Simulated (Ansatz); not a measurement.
# BFH₄O₂S (built from SMILES OB(O)F.S): a reaction path by the nudged elastic band

Aim: the minimum-energy path between two given structures and its highest point. Both ends were relaxed at PBE0-D4 in triple zeta. A second band with other settings follows.

Method: PBE0-D4/def2-SVP; program: Ansatz 0.2.0, Gaussian basis.

22 further runs of the same task are left out: 22 set aside as unsound or not needed.

## Step 1: Where the work starts

The first end: 9 atoms, charge 0, spin multiplicity 1.

Atoms are counted from 1 here; the program's logs count them from 0.

Bond lengths: B1–F2 1.335 Å, B1–O3 1.357 Å, B1–O4 1.355 Å, O3–H7 0.960 Å, O4–H8 0.960 Å, H5–S6 1.342 Å, S6–H9 1.342 Å. Angles: F2–B1–O3 121.0°, F2–B1–O4 117.5°, O3–B1–O4 121.5°, B1–O3–H7 113.3°, B1–O4–H8 112.0°, H5–S6–H9 92.0°.

As a file:

```xyz
9
BFH4O2S
B    -0.5261    0.3998    0.7337
F    -0.2887    1.5428    0.0867
O    -1.7465   -0.1924    0.6807
O     0.4839   -0.1242    1.4699
H     1.1921    0.5468   -2.1479
S     1.2236   -0.7886   -2.0221
H    -2.3635    0.2612    0.1023
H     0.2253   -0.9380    1.9089
H     1.7999   -0.7075   -0.8124
```

The second end:

```mol
BFH4O2S
  3D, bonds by distance, orders not assigned

  9  7  0  0  0  0  0  0  0  0999 V2000
   -0.1005   -0.5638    0.4411 B   0  0
   -0.5403    2.1057   -1.3852 F   0  0
   -1.2494    0.1360    0.5703 O   0  0
    0.3805   -1.3249    1.4526 O   0  0
    0.2036    1.5329   -1.4418 H   0  0
    0.8460   -0.5405   -1.1495 S   0  0
   -1.4044    0.7963   -0.1167 H   0  0
   -0.1607   -1.2494    2.2450 H   0  0
    2.0252   -0.8924   -0.6158 H   0  0
  1  3  8  0
  1  4  8  0
  1  6  8  0
  2  5  8  0
  3  7  8  0
  4  8  8  0
  6  9  8  0
M  END
```

## Step 2: The band at PBE0-D4/def2-SVP

Contents of neb/in.yaml:

```yaml
crystal:
  periodic: [false, false, false]
  atoms:
    - {symbol: B, position_ang: [-0.526103, 0.399771, 0.733652]}
    - {symbol: F, position_ang: [-0.288676, 1.542834, 0.086747]}
    - {symbol: O, position_ang: [-1.746500, -0.192358, 0.680718]}
    - {symbol: O, position_ang: [0.483920, -0.124250, 1.469941]}
    - {symbol: H, position_ang: [1.192103, 0.546784, -2.147874]}
    - {symbol: S, position_ang: [1.223556, -0.788562, -2.022114]}
    - {symbol: H, position_ang: [-2.363492, 0.261178, 0.102342]}
    - {symbol: H, position_ang: [0.225311, -0.937960, 1.908863]}
    - {symbol: H, position_ang: [1.799881, -0.707538, -0.812375]}
basis:
  gaussian: {orbitals: def2-SVP}
hamiltonian: {xc: pbe0, dispersion: d4}
neb:
  images: 5
  climbing: true
  max_iterations: 40
  initial_path: idpp
  final_atoms:
    - {symbol: B, position_ang: [-0.100492, -0.563790, 0.441116]}
    - {symbol: F, position_ang: [-0.540341, 2.105709, -1.385240]}
    - {symbol: O, position_ang: [-1.249401, 0.135980, 0.570294]}
    - {symbol: O, position_ang: [0.380465, -1.324872, 1.452594]}
    - {symbol: H, position_ang: [0.203622, 1.532866, -1.441834]}
    - {symbol: S, position_ang: [0.846007, -0.540451, -1.149490]}
    - {symbol: H, position_ang: [-1.404433, 0.796278, -0.116738]}
    - {symbol: H, position_ang: [-0.160652, -1.249408, 2.245036]}
    - {symbol: H, position_ang: [2.025226, -0.892413, -0.615837]}
```

The run is started by

```bash
> ansatz run in.yaml --threads 4 --pin off --events-out ev --progress --plain --max-ram 9574MiB
```

## Step 3: The band at SPW92/def2-SVP, other settings

neb/in.yaml, as its differences from that of step 2:

```diff
@@ -14,5 +14,5 @@
   gaussian: {orbitals: def2-SVP}
-hamiltonian: {xc: pbe0, dispersion: d4}
+hamiltonian: {xc: lda}
 neb:
-  images: 5
+  images: 4
   climbing: true
@@ -20,2 +20,3 @@
   initial_path: idpp
+  spring: 10.0
   final_atoms:
```

Before running it: what results should come out? Wanted: from earlier runs: barrier over the separately found saddle, CCSD(T)/def2-TZVPP.

**Answer**, as computed:

```
                                                                       quantity                                                     value
                                                PBE0-D4/def2-SVP, 25 iterations  highest 36.2 kcal/mol (image 3), last end +15.7 kcal/mol
                                                  SPW92/def2-SVP, 20 iterations  highest 22.1 kcal/mol (image 3), last end +12.7 kcal/mol
from earlier runs: barrier over the separately found saddle, CCSD(T)/def2-TZVPP                                             44.4 kcal/mol
```

What this shows: The highest image lies 36.2 kcal/mol above the first end, and it climbed, so it estimates the saddle. The ends are not quite minima at this level (largest force component 0.21 eV/Å), so the heights are unreliable: relaxing the first end would lower it and raise the barrier above it. The highest image is 8.2 kcal/mol below the CCSD(T) barrier in triple zeta, which comes from separate runs on the saddle. The second band's highest image lies at 22.1 kcal/mol; the levels differ.
